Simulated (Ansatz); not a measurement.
# WF3: the cost of one run

Method: DFT PBE, scalar-relativistic, plane waves, PAW, unless a step names another level, in Ansatz 0.2.0.

2 further runs of the same task are left out: 2 that didn't finish. Runs told in other sessions of the task aren't counted.

## 1. Starting point

Symmetry: C2/m, No. 12, monoclinic system. Conventional cell: a = 4.611 Å, b = 7.987 Å, c = 6.287 Å, α = 90.00°, β = 104.24°, γ = 90.00°. W (site symmetry 2) has 6 F at 2.07 Å in its first shell of neighbours. F (site symmetry m) has 2 W at 2.07 Å in its first shell of neighbours. Around F (site symmetry 1) lie 2 W at 2.07 Å.

Structure file:

```xyz
8
Lattice="2.3056 -3.9933 -0.0092 2.3056 3.9933 -0.0092 -1.5219 0.0000 6.0998" Properties=species:S:1:pos:R:3 pbc="T T T"
W     2.3056    2.6623   -0.0092
W     2.3056   -2.6623   -0.0092
F     2.2950    0.0000    4.7029
F     0.7942    0.0000    1.3785
F     3.0699    1.3141    1.3705
F     0.0193    1.3141    4.7110
F     0.0193   -1.3141    4.7110
F     3.0699   -1.3141    1.3705
```

It came out lowest among 35 distinct ends of the trial cells. At a tolerance of 0.02 Å it has space group C2/m (No. 12).

## 2. A stricter relaxation, on the response runs' mesh and smearing

The input, input.yaml:

```yaml
crystal:
  lattice:
    - [2.3055568016, -3.9932967504, -0.0091801077]
    - [2.3055568016, 3.9932967504, -0.0091801077]
    - [-1.5219073465, 0.0, 6.099799437]
  atoms:
    - { symbol: W, position: [0.1666532311, 0.8333467689, 0.0] }
    - { symbol: W, position: [0.8333467689, 0.1666532311, 0.0] }
    - { symbol: F, position: [0.7529366165, 0.7529366165, 0.7732609687] }
    - { symbol: F, position: [0.2470633835, 0.2470633835, 0.2267390313] }
    - { symbol: F, position: [0.576125449, 0.9051913199, 0.2269050581] }
    - { symbol: F, position: [0.0948086801, 0.423874551, 0.7730949419] }
    - { symbol: F, position: [0.423874551, 0.0948086801, 0.7730949419] }
    - { symbol: F, position: [0.9051913199, 0.576125449, 0.2269050581] }
basis:
  ecutwfc: 420
kpoints:
  mp_grid: { grid: [10, 10, 6] }
hamiltonian:
  xc: pbe
scf:
  occupations: { method: fixed }
output:
  forces: true
  stress: true
  eigenvalues: true
relax:
  adjacent_minimum: "off"
  f_tol: 0.001
  max_steps: 60
  cell: { stress_tol: 0.01 }
```

On the command line:

```sh
> ansatz run input.yaml --threads 3 --pin off --max-ram 7680MiB --backend cpu --events-out ev --progress --plain --runs-dir out
```

**Question.** How long does this run take on 3 threads of Intel Xeon 6975P-C (Granite Rapids), shared host, and how much memory does it need?

About 3.3 min, with a peak of 0.88 GiB.
